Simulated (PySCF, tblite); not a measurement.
# C₈H₉P: geometry, infrared bands and NMR shifts

Wanted: the infrared bands and NMR shifts of C₈H₉P (`[H]/P=C(\C)c1ccccc1`), by calculation.

Computed with tblite 0.8.0 and PySCF 2.14.0, with density-fitted response routines of our own, on a single molecule in the gas phase. Atoms count from 0, in the outputs and in this text.

## (1) The starting structure

18 atoms, charge 0, multiplicity 1; geometry from: force field or distance geometry start.

Bonds of the start (Å): C0–C1 1.48, C1–P2 1.67, C1–C3 1.46, C3–C4 1.37, C4–C5 1.38, C5–C6 1.38, C6–C7 1.39, C7–C8 1.40, C8–C3 1.40, C0–H9 1.11, C0–H10 1.10, C0–H11 1.12, P2–H12 1.46, C4–H13 1.10, C5–H14 1.11, C6–H15 1.08, C7–H16 1.09, C8–H17 1.07.

## (2) Optimising the geometry with GFN2-xTB

Job settings and geometry (Å):

```
{"job": {"kind": "relax", "xc": "GFN2-xTB", "basis": "xTB"}, "charge": 0, "multiplicity": 1}
C     -2.469500     0.384400     0.263600
C     -1.448300    -0.322500    -0.536800
P     -1.895400    -1.523900    -1.613600
C     -0.019200    -0.050200    -0.429800
C      0.551600     1.168200    -0.666200
C      1.915200     1.314900    -0.545000
C      2.758300     0.285900    -0.170300
C      2.183100    -0.953000     0.092300
C      0.797300    -1.115100    -0.042000
H     -3.136500     0.954900    -0.417200
H     -2.006300     1.102600     0.962200
H     -3.148100    -0.334500     0.781100
H     -3.327400    -1.788800    -1.714000
H     -0.060600     2.022100    -0.977500
H      2.323400     2.322900    -0.752900
H      3.828300     0.404300    -0.052800
H      2.797300    -1.801800     0.391300
H      0.347900    -2.064000     0.151200
```

On the command line:

```bash
$ OMP_NUM_THREADS=1 python probes_run.py task.json out
```

This one command runs all jobs of the session in turn.

**Question.** This job is followed by: GFN2-xTB harmonic vibrations, gas phase; GIAO PBE0/pcSseg-1 NMR shielding, non-relativistic, gas phase. What will the session give for the following? strongest single infrared mode (GFN2-xTB); zero-point energy (GFN2-xTB); ¹³C shifts against TMS (PBE0/pcSseg-1, means over atoms taken as alike); ¹H shifts against TMS (PBE0/pcSseg-1, means over atoms taken as alike); ³¹P shifts against H3PO4 (PBE0/pcSseg-1).

**Answer**, as computed:

| quantity | value |
| --- | --- |
| strongest single infrared mode (GFN2-xTB) | 2233 cm⁻¹, 127 km/mol |
| zero-point energy (GFN2-xTB) | 87.9 kcal/mol |
| ¹³C shifts against TMS (PBE0/pcSseg-1, means over atoms taken as alike) | 221.7, 145.1, 136.6, 133.6, 128.2, 35.4 ppm |
| ¹H shifts against TMS (PBE0/pcSseg-1, means over atoms taken as alike) | 8.48, 7.63, 7.61, 6.22, 3.01 ppm |
| ³¹P shifts against H3PO4 (PBE0/pcSseg-1) | 225.7 ppm |

**Reading.** Relaxing lowered the energy by 0.608 eV in 93 steps; the close pair that moved most is P2–H12, from 1.460 to 1.401 Å. The lowest mode is slightly imaginary (6i cm⁻¹), a soft motion within the noise of the Hessian, so the minimum is not strictly shown. The strongest single mode, at 2233 cm⁻¹, moves mainly H12. GFN2-xTB is a fitted tight-binding method: band positions and strengths are rough. Its intensities can rank the bands wrongly. At PBE0/pcSseg-1: Shielding is most anisotropic at P2 (span 685 ppm, paramagnetic term -876 ppm). NICS(1)zz of -25 ppm above the planar ring from C3 marks a diatropic (aromatic) ring current.
